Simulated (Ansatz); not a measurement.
# Al3Ge2Ru: the cost of one run

Method: DFT PBE, scalar-relativistic, plane waves, PAW, in Ansatz 0.2.0.

1 further run of the same task is left out (it didn't finish).

**1. The system as given**

It takes space group P4/mmm (No. 123, tetragonal). The conventional cell has a = 3.350 Å, b = 3.350 Å, c = 10.608 Å, α = 90.00°, β = 90.00°, γ = 90.00°. Al (site symmetry 4mm) has 4 Ge at 2.88 Å and 4 Ru at 3.03 Å as nearest neighbours. Al (site symmetry 4/mmm) is surrounded by 8 Ge at 2.96 Å and 6 Al at 3.35 to 3.41 Å. Ge (site symmetry 4mm) is surrounded by 8 Al at 2.88 to 2.96 Å. Ru (site symmetry 4/mmm) has 8 Al at 3.03 Å and 4 Ru at 3.35 Å as nearest neighbours.

As a file:

```cif
data_structure
_symmetry_space_group_name_H-M 'P 1'
_symmetry_Int_Tables_number 1
_cell_length_a 3.3502
_cell_length_b 3.3502
_cell_length_c 10.6085
_cell_angle_alpha 90.000
_cell_angle_beta 90.000
_cell_angle_gamma 90.000
_cell_volume 119.07
loop_
_atom_site_label
_atom_site_type_symbol
_atom_site_fract_x
_atom_site_fract_y
_atom_site_fract_z
_atom_site_occupancy
Al1 Al 0.50000 0.50000 0.17872 1
Al2 Al 0.50000 0.50000 0.50000 1
Al3 Al 0.50000 0.50000 0.82128 1
Ge1 Ge 0.00000 0.00000 0.33344 1
Ge2 Ge 0.00000 0.00000 0.66656 1
Ru1 Ru 0.00000 0.00000 0.00000 1
```

A structure generator made this guess: species swapped into a database cell of Pr3MgAl2 (P4/mmm, No. 123), with Al on the Pr sites, Ru on the Mg sites and Ge on the Al sites. Its size is a rough estimate.

**2. The guess as it stands, on a coarse mesh**

The input, input.yaml:

```yaml
crystal:
  lattice:
    - [3.35021203, 0.0, 0.0]
    - [0.0, 3.35021203, 0.0]
    - [0.0, 0.0, 10.6084923]
  atoms:
    - { symbol: Al, position: [0.5, 0.5, 0.17872] }
    - { symbol: Al, position: [0.5, 0.5, 0.5] }
    - { symbol: Al, position: [0.5, 0.5, 0.82128] }
    - { symbol: Ge, position: [0.0, 0.0, 0.333442] }
    - { symbol: Ge, position: [0.0, 0.0, 0.666558] }
    - { symbol: Ru, position: [0.0, 0.0, 0.0] }
basis:
  ecutwfc: 420
kpoints:
  mp_grid: { grid: [6, 6, 2] }
hamiltonian:
  xc: pbe
scf:
  occupations: { method: gaussian, width: 0.1 }
  lower_state_search: "off"
output:
  forces: true
  stress: true
  eigenvalues: true
```

Run with:

```bash
> ansatz run input.yaml --threads 1 --pin off --max-ram 2560MiB --backend cpu --events-out ev --progress --plain --runs-dir out
```

What time and memory should one allow on 1 thread of Arm Neoverse V2, shared host?

About 4 s, with a peak of 0.38 GiB.
